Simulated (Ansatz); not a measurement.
**A single-point run on ZnIr2Se4**

The system is ZnIr2Se4, a known structure type filled with other elements, at an estimated volume. Wanted, at the geometry given: whether it is a metal or has a gap, how the charge is shared and how far the cell is from equilibrium.

Method: DFT, r2SCAN, no spin polarisation, plane waves, PAW, in Ansatz 0.2.0.

## Step 1: Geometry

The structure is tetragonal, space group I-4 (No. 82). Conventional cell: a = 5.499 Å, b = 5.499 Å, c = 10.892 Å, α = 90.00°, β = 90.00°, γ = 90.00°. Around Zn (site symmetry -4) lie 4 Se at 2.44 Å. Ir (site symmetry -4) is surrounded by 4 Se at 2.38 Å. Around Se (site symmetry 1) lie 2 Ir at 2.37 to 2.38 Å and 1 Zn at 2.44 Å. Ir (site symmetry -4) has 4 Se at 2.37 Å as nearest neighbours.

Coordinates:

```xyz
7
Lattice="0.0000 5.4989 0.0000 5.4989 0.0000 0.0000 2.7494 2.7494 -5.4459" Properties=species:S:1:pos:R:3 pbc="T T T"
Zn    0.0000    0.0000    0.0000
Ir    2.7494    5.4989   -2.7230
Se    4.1791    4.1242   -4.0300
Se    1.3747    4.0692   -1.4159
Se    6.8186    6.8736   -4.0300
Se    4.1242    1.4297   -1.4159
Ir    2.7494    2.7494    0.0000
```

The run starts from a saved solution of this cell (checkpoint.read), perhaps found on another mesh.

## Step 2: Self-consistent run

input.yaml

```yaml
crystal:
  lattice:
    - [0.0, 5.498873, 0.0]
    - [5.498873, 0.0, 0.0]
    - [2.749436, 2.749436, -5.445913]
  atoms:
    - { symbol: Zn, position: [0.0, 0.0, 0.0] }
    - { symbol: Ir, position: [0.75, 0.25, 0.5] }
    - { symbol: Se, position: [0.38, 0.39, 0.74] }
    - { symbol: Se, position: [0.61, 0.12, 0.26] }
    - { symbol: Se, position: [0.88, 0.87, 0.74] }
    - { symbol: Se, position: [0.13, 0.62, 0.26] }
    - { symbol: Ir, position: [0.5, 0.5, 0.0] }
  symmetry: { tolerance: 0.0003 }
kpoints:
  mp_grid: { grid: [7, 7, 7], shift: [0, 0, 0] }
  band_path:
    path:
      - [0.0, 0.0, 0.0]
      - [0.5, -0.5, 0.0]
      - [0.5, -0.5, 0.25]
      - [0.0, -0.5, 0.0]
      - [0.0, 0.0, 0.0]
      - [0.0, 0.0, 0.5]
      - [0.0, -0.372557, 0.3137215]
      - [0.0, -0.627443, -0.3137215]
      - [0.0, 0.0, 0.0]
      - [0.5, -0.5, 0.0]
      - [0.372557, -0.627443, -0.127443]
    npoints: 6
magnetization:
  spin_polarized: false
scf:
  occupations: { method: fermi_dirac }
  lower_state_search: "off"
  max_iter: 200
hamiltonian:
  pseudopotentials: { kind: paw }
  xc: r2scan
basis:
  ecutwfc: 500
  fft_grid_basis: typed
output:
  forces: true
  stress: true
  eigenvalues: true
  bader: true
  populations: true
  elf: true
  write_potential: true
  volumetric_format: npy
  dos:
    e_range: [-12, 8]
    de: 0.05
    projected: { site_lists: { Ir: [Ir], Se: [Se], Zn: [Zn] } }
  write_density: true
checkpoint:
  read: saved_state
```

Started as:

```
$ ansatz run input.yaml --threads 1 --pin off --max-ram 2560MiB --backend cpu --events-out ev --progress --plain --runs-dir out
```

Before running it: what results should come out? Wanted: largest force; pressure; character; Bader charges.

As calculated:

| quantity | value |
| --- | --- |
| largest force | 0.339 eV/Å on Se |
| pressure | -0.1 GPa |
| formation energy (elements from separate runs) | -0.06 eV/atom |
| character | metal |
| density of states, mean within 0.25 eV of the Fermi level | 5.8 per eV per cell |
| Bader charges | Zn +0.74, Ir +0.11, Se -0.24 e |

The cell is metallic; within 0.25 eV of the Fermi level the density of states averages 5.8 per eV per cell, mostly Ir d (45 %) and Se p (45 %). Against the elements' reference phases (Zn hcp, Ir fcc, Se trigonal (grey) selenium; separate runs with the same functional) the formation energy is -0.06 eV per atom, so it is bound against them, though other compounds may compete. By Bader's partition Zn gives up most (+0.74 e) and Se takes most (-0.24 e). The atoms are not at rest: the largest force, 0.34 eV/Å, acts on Se.
